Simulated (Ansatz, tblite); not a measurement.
**The cluster Be₁₃O₁₃: rung by rung**

Aim: run the singlet of the cluster Be₁₃O₁₃ at one geometry on many levels, and compare frontier levels, spin and run time.

The runs use Ansatz 0.2.0, Gaussian basis; as each input shows.

The runs, in order: GFN1-xTB, GFN2-xTB, PBE-D4/def2-TZVP, r2SCAN-D4/def2-TZVP, HSE06-D4/def2-TZVP, revPBE-D4/def2-TZVP, r2SCANh-D4/def2-TZVP, PBE-D4/def2-SVP, PBE0-D4/def2-SVP, HF/STO-3G, HF/6-31G, B3LYP-D4/6-31G, CCSD(T)/def2-SVP, RPA/def2-SVP.

### Step 1. The structure

The singlet was relaxed beforehand with PBE-D4/def2-SVP.

26 atoms, charge 0, spin multiplicity 1.

Bond lengths: O1–Be14 1.567 Å, O1–Be16 1.577 Å, O1–Be23 1.645 Å, O2–Be15 1.585 Å, O2–Be16 1.582 Å, O2–Be17 1.621 Å, O3–Be14 1.535 Å, O3–Be15 1.663 Å, O3–Be19 1.564 Å, O4–Be18 1.633 Å, O4–Be19 1.567 Å, O4–Be20 1.603 Å, O5–Be17 1.605 Å, O5–Be18 1.544 Å, O5–Be22 1.555 Å, O6–Be15 1.585 Å, O6–Be18 1.573 Å, O6–Be19 1.645 Å and more. Angles: Be14–O1–Be16 104.4°, Be14–O1–Be23 82.0°, Be16–O1–Be23 78.2°, Be15–O2–Be16 114.1°, Be15–O2–Be17 114.7°, Be16–O2–Be17 110.6°, Be14–O3–Be15 105.3°, Be14–O3–Be19 112.5°, Be15–O3–Be19 79.7°, Be18–O4–Be19 80.0°, Be18–O4–Be20 107.7°, Be19–O4–Be20 119.5°, Be17–O5–Be18 113.0°, Be17–O5–Be22 109.4°, Be18–O5–Be22 112.3°, Be15–O6–Be18 102.8°, Be15–O6–Be19 79.6°, Be18–O6–Be19 79.4° and more.

Coordinates:

```
O    -2.0468   -0.6065    2.1860
O    -2.1743    0.0447   -0.5224
O    -2.0149   -2.6463    0.3918
O     0.5154   -2.6005   -0.7957
O     0.1541   -0.1574   -2.0380
O    -1.6120   -2.2678   -1.9793
O    -0.8789    1.3828    1.5426
O     0.1956   -1.3581    1.6031
O     2.2002    1.5966   -1.2037
O    -0.4952    2.1981   -0.9731
O     0.9959    3.3037    0.5884
O     2.1713   -0.6087   -0.2090
O     3.0887    1.6093    1.4321
Be   -1.3707   -1.8663    1.5458
Be   -2.3263   -1.5112   -0.7835
Be   -2.1189    0.4401    1.0088
Be   -0.9669    0.7545   -1.3385
Be   -0.1587   -1.6673   -1.9539
Be   -0.9747   -3.0751   -0.6949
Be    1.1109   -1.6255    0.3295
Be    1.0548    2.5680   -0.9115
Be    1.5484    0.1901   -1.4427
Be   -0.5021   -0.0421    2.1438
Be    2.1791    2.7064    1.2771
Be   -0.3561    2.4518    0.6002
Be    2.7821    0.7865    0.1968
```

PBE0-D4/def2-TZVP was run before; its log isn't repeated, and its numbers join the tables.

### Step 2. GFN1-xTB

Tight binding, by tblite at 300 K electronic temperature and without a spin-polarisation term:

```python
tblite.interface.Calculator('GFN1-xTB', numbers, positions, charge=0, uhf=0).singlepoint()
```

Energy -1966.2866 eV, HOMO -9.50 eV, LUMO -5.89 eV; 0.045 s.

### Step 3. GFN2-xTB

Tight binding, by tblite at 300 K electronic temperature and without a spin-polarisation term:

```python
tblite.interface.Calculator('GFN2-xTB', numbers, positions, charge=0, uhf=0).singlepoint()
```

Energy -1720.6689 eV, HOMO -11.80 eV, LUMO -7.98 eV; 0.085 s.

### Step 4. PBE-D4/def2-TZVP

start.molden holds the orbitals of an earlier run on this state, given as this run's starting guess.

in.yaml reads:

```yaml
crystal:
  periodic: [false, false, false]
  atoms:
    - {symbol: O, position_ang: [-2.046783, -0.606451, 2.186013]}
    - {symbol: O, position_ang: [-2.174334, 0.044709, -0.522401]}
    - {symbol: O, position_ang: [-2.014872, -2.646335, 0.391850]}
    - {symbol: O, position_ang: [0.515426, -2.600452, -0.795670]}
    - {symbol: O, position_ang: [0.154102, -0.157369, -2.038038]}
    - {symbol: O, position_ang: [-1.612036, -2.267805, -1.979315]}
    - {symbol: O, position_ang: [-0.878904, 1.382833, 1.542610]}
    - {symbol: O, position_ang: [0.195600, -1.358095, 1.603051]}
    - {symbol: O, position_ang: [2.200239, 1.596570, -1.203718]}
    - {symbol: O, position_ang: [-0.495214, 2.198133, -0.973064]}
    - {symbol: O, position_ang: [0.995867, 3.303655, 0.588435]}
    - {symbol: O, position_ang: [2.171277, -0.608664, -0.208998]}
    - {symbol: O, position_ang: [3.088667, 1.609312, 1.432138]}
    - {symbol: Be, position_ang: [-1.370740, -1.866330, 1.545757]}
    - {symbol: Be, position_ang: [-2.326302, -1.511230, -0.783475]}
    - {symbol: Be, position_ang: [-2.118897, 0.440115, 1.008825]}
    - {symbol: Be, position_ang: [-0.966884, 0.754471, -1.338451]}
    - {symbol: Be, position_ang: [-0.158671, -1.667335, -1.953932]}
    - {symbol: Be, position_ang: [-0.974682, -3.075057, -0.694908]}
    - {symbol: Be, position_ang: [1.110924, -1.625508, 0.329526]}
    - {symbol: Be, position_ang: [1.054782, 2.568030, -0.911494]}
    - {symbol: Be, position_ang: [1.548406, 0.190131, -1.442731]}
    - {symbol: Be, position_ang: [-0.502074, -0.042055, 2.143807]}
    - {symbol: Be, position_ang: [2.179106, 2.706427, 1.277147]}
    - {symbol: Be, position_ang: [-0.356103, 2.451774, 0.600236]}
    - {symbol: Be, position_ang: [2.782108, 0.786527, 0.196797]}
basis:
  gaussian: {orbitals: def2-TZVP, fitting: {mean_field: def2-universal-jkfit}, initial_orbitals: start.molden}
hamiltonian: {xc: pbe, dispersion: d4}
scf: {omitted_lower_state_checks: [starts]}
output: {forces: true, orbitals: {seedname: orbitals}}
```

On the command line:

```bash
$ ansatz run in.yaml --threads 2 --pin off --events-out ev --progress --plain --max-ram 22528MiB --backend cuda --devices 0, --max-vram 18GiB
```

Further steps of the session: r2SCAN-D4/def2-TZVP; HSE06-D4/def2-TZVP; revPBE-D4/def2-TZVP; r2SCANh-D4/def2-TZVP; PBE-D4/def2-SVP; PBE0-D4/def2-SVP; HF/STO-3G; HF/6-31G; B3LYP-D4/6-31G; CCSD(T)/def2-SVP; RPA/def2-SVP.

**Question.** What will the summary of the whole plan be? Wanted: gap in def2-TZVP, named functionals, smallest and largest; correlation energy, CCSD(T)/def2-SVP; binding an atom, CCSD(T)/def2-SVP; PBE0 total energy, smallest basis above largest.

**Answer**, as computed:

| quantity | value |
| --- | --- |
| gap in def2-TZVP, named functionals, smallest and largest | 4.64 eV (PBE-D4), 6.91 eV (PBE0-D4) |
| correlation energy, CCSD(T)/def2-SVP | -77.86 eV |
| binding an atom, CCSD(T)/def2-SVP | 4.811 eV |
| PBE0 total energy, smallest basis above largest | 38.42 eV (def2-SVP, def2-TZVP) |

What this shows: Over the named functionals in def2-TZVP the gap runs from 4.64 eV (PBE-D4) to 6.91 eV (PBE0-D4); exact exchange widens it. A small miss in a minimal or small basis is a cancelling of errors, not accuracy. The functionals in def2-TZVP miss CCSD(T)/def2-SVP by +0.560 (revPBE-D4) to +0.746 eV (PBE-D4) an atom. The yardstick is in a double-zeta basis, so levels in larger sets aren't compared like for like. The reference is CCSD(T) in one finite basis, so it carries an error of its own, often a tenth of an eV or more, and near misses can't be ranked.
